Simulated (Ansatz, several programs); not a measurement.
AlGa3As4, ordered on the zincblende lattice (Pmm2) with 8 atoms a cell, relaxed with PBE in Ansatz (plane waves, PAW): it is orthorhombic, Pmm2 (No. 25); conventional cell a = 4.063 Å, b = 8.122 Å, c = 5.733 Å, 23.65 Å³ an atom. Al has 4 As at 2.48 Å; As has 2 Al at 2.48 Å and 2 Ga at 2.49 Å; Ga has 4 As at 2.49 Å; As has 1 Al at 2.48 Å and 3 Ga at 2.49 Å; As has 4 Ga at 2.49 Å. The cell was then scaled with its shape and fractional coordinates held, which makes it stiffer than a relaxed compression. The structure was generated, not taken from experiment, and needn't be the ground state; spin polarisation is off.

```
V (Å³/atom)  E (meV/atom)
     22.231         18.69
     22.941          4.41
     23.650          0.00
     25.069         14.93
```

Problem. Pass a cubic E = c₀ + c₁u + c₂u² + c₃u³, with u = V − 23.473 Å³, through these points.

Solution. c₀ = 0.26, c₁ = -2.979, c₂ = 8.708, c₃ = -0.6777 (meV and Å³).

Problem. Where is the minimum, and what bulk modulus follows?

Solution. dE/du = 0 at u = +0.175, so V₀ = 23.65 Å³. B = V₀ d²E/dV² = 23.65 × (2c₂ + 6c₃u) = 23.65 × 16.706 = 395 meV/Å³, and 1 meV/Å³ is 0.16022 GPa: 63 GPa. A third-order Birch-Murnaghan fit to all five points gives 23.65 Å³ and 63 GPa.

Problem. Predict the energy and the pressure at the withheld volume, 24.360 Å³.

Solution. With u = +0.887: E ≈ 4.00 meV and P = −dE/dV ≈ -1.74 GPa. The run gives 3.94 meV and, from its stress, -1.73 GPa.
